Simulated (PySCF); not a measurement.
# C2H9NSi2: the cost of one run

Programs: PySCF 2.14.0, with density-fitted response routines of our own. Each step states its level of theory. These are calculated values for one molecule in the gas phase, unless marked as measured. Atoms count from 0, in the outputs and in this text.

## Step 1: The molecule as given

14 atoms, charge 0, multiplicity 1; geometry from: GFN2-xTB. The atoms were then displaced at random by about 0.01 Å, so the start is not that level's minimum.

Bonds of the start (Å): C0–C1 1.33, C1–Si2 1.87, Si2–N3 1.76, N3–Si4 1.70, C0–H5 1.10, C0–H6 1.06, C1–H7 1.08, Si2–H8 1.48, Si2–H9 1.46, N3–H10 1.04, Si4–H11 1.48, Si4–H12 1.44, Si4–H13 1.48.

## Step 2: Optimising the geometry at PBE0-D3(BJ)/def2-SVP

What the job is given:

```
{"job": {"xc": "PBE0", "basis": "def2-SVP", "d3": "d3bj", "grid": 1, "shake": 0.01, "kind": "geom"}, "charge": 0, "multiplicity": 1}
C     -2.493420    -0.417100     0.122130
C     -1.890520     0.273590    -0.836500
Si    -0.037930     0.447460    -1.019550
N      0.740690     0.021630     0.497700
Si     2.374230    -0.268700     0.849310
H     -3.594020    -0.467800     0.162600
H     -1.963850    -0.900210     0.902400
H     -2.466390     0.767210    -1.603440
H      0.292800     1.842980    -1.372630
H      0.509460    -0.474810    -2.008700
H      0.118670     0.192250     1.314780
H      3.168710     0.977310     0.802850
H      2.852500    -1.206140    -0.134390
H      2.381910    -0.802760     2.226080
```

On the command line:

```bash
$ OMP_NUM_THREADS=1 python probes_run.py task.json out
```

This one command runs all jobs of the session in turn.

Q: Estimate the wall time and peak memory of this first job on 1 thread of Arm Neoverse N1, shared host.

About 2.7 min, with a peak of 0.52 GiB.
